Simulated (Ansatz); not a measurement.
# CH₃F₃Sn: up Jacob's ladder to CCSD(T)

The task here is to estimate one member of a computed series from the others.

Program: Ansatz 0.2.0, Gaussian basis. Level of theory: functionals in def2-TZVPP, the program's frozen cores in correlated methods. These are calculated values, not measurements.

Plan: LDA (SPW92), PBE-D4, revPBE-D4, BLYP-D4, r2SCAN-D4, B97M-V, PBE0-D4, B3LYP-D4, r2SCANh-D4, r2SCAN0-D4, HSE06-D4, BHLYP-D4, CAM-B3LYP-D4, LC-ωPBE, ωB97X-V, ωB97M-V, B2PLYP, PBE-QIDH; CCSD(T)/def2-SVP; CCSD(T)/def2-TZVPP; MP2/def2-QZVPP; extrapolation to the limit; RPA on PBE.

### The relaxed structure

An earlier PBE0-D4 in a triple-zeta def2 set relaxation fixed the geometry. Sn takes the def2 core potential; no spin-orbit term is included.

SMILES `F[C](F)(F)[SnH3]`, 8 atoms, charge 0, spin multiplicity 1.

Atoms are counted from 1 here; the program's logs count them from 0.

Bond lengths: F1–C2 1.345 Å, C2–F3 1.345 Å, C2–F4 1.345 Å, C2–Sn5 2.205 Å, Sn5–H6 1.699 Å, Sn5–H7 1.699 Å, Sn5–H8 1.699 Å. Angles: F1–C2–F3 106.7°, F1–C2–F4 106.7°, F1–C2–Sn5 112.1°, F3–C2–F4 106.7°, F3–C2–Sn5 112.1°, F4–C2–Sn5 112.1°, C2–Sn5–H6 107.0°, C2–Sn5–H7 107.0°, C2–Sn5–H8 107.0°, H6–Sn5–H7 111.9°, H6–Sn5–H8 111.9°, H7–Sn5–H8 111.9°.

The first run:

File in.yaml:

```yaml
crystal:
  periodic: [false, false, false]
  atoms:
    - {symbol: F, position_ang: [0.798966, -1.026055, 1.564398]}
    - {symbol: C, position_ang: [0.805526, -0.719998, 0.254938]}
    - {symbol: F, position_ang: [0.684396, -1.879965, -0.414536]}
    - {symbol: F, position_ang: [2.029565, -0.237839, -0.023988]}
    - {symbol: Sn, position_ang: [-0.787861, 0.710299, -0.270523]}
    - {symbol: H, position_ang: [-0.512642, 2.116334, 0.643121]}
    - {symbol: H, position_ang: [-0.659276, 1.004935, -1.939095]}
    - {symbol: H, position_ang: [-2.266574, -0.024910, 0.129886]}
basis:
  gaussian: {orbitals: def2-TZVPP}
hamiltonian: {xc: lda}
output: {orbitals: {seedname: orbitals}}
```

On the command line:

```
ansatz run in.yaml --threads 4 --pin off --events-out ev --progress --plain --max-ram 10444MiB
```

Among the steps run: LDA; PBE-D4 (GGA); revPBE-D4 (GGA); BLYP-D4 (GGA); r2SCAN-D4 (meta-GGA); B97M-V (meta-GGA); B3LYP-D4 (hybrid); r2SCANh-D4 (hybrid); r2SCAN0-D4 (hybrid); HSE06-D4 (hybrid); BHLYP-D4 (hybrid); CAM-B3LYP-D4 (range-separated); LC-ωPBE (range-separated); ωB97X-V (range-separated); ωB97M-V (range-separated); B2PLYP (double hybrid); PBE-QIDH (double hybrid).

One table of the session follows, with a row left open; its other results are not shown here.

| functional | HOMO (eV) | gap (eV) |
| --- | --- | --- |
| LDA (SPW92) | -7.63 | 6.39 |
| PBE-D4 | -7.43 | 6.42 |
| revPBE-D4 | -7.35 | 6.44 |
| BLYP-D4 | -7.36 | 6.37 |
| r2SCAN-D4 | -7.74 | 7.08 |
| B97M-V | -7.85 | 6.94 |
| PBE0-D4 | -8.85 | 8.57 |
| B3LYP-D4 | -8.66 | 8.10 |
| r2SCANh-D4 | ? | ? |
| r2SCAN0-D4 | -9.07 | 9.02 |
| HSE06-D4 | -8.45 | 7.81 |
| BHLYP-D4 | -10.26 | 10.58 |
| CAM-B3LYP-D4 | -10.28 | 10.77 |
| LC-ωPBE | -11.52 | 13.11 |
| ωB97X-V | -11.19 | 12.67 |
| ωB97M-V | -11.08 | 12.19 |

Estimate the missing values for r2SCANh-D4.

Worked estimate for «HOMO (eV)». Against the share of exact exchange, r2SCAN-D4 (0, -7.74), r2SCAN0-D4 (0.25, -9.07) give a slope of -5.32 per unit share; at 0.1 the line stands at -8.27.

As computed: HOMO (eV): -8.27; gap (eV): 7.86. In «HOMO (eV)» the line misses by 0.00.

Caveats from the session: All levels share the lack of spin-orbit coupling, which lowers the free heavy atoms and so the true binding.
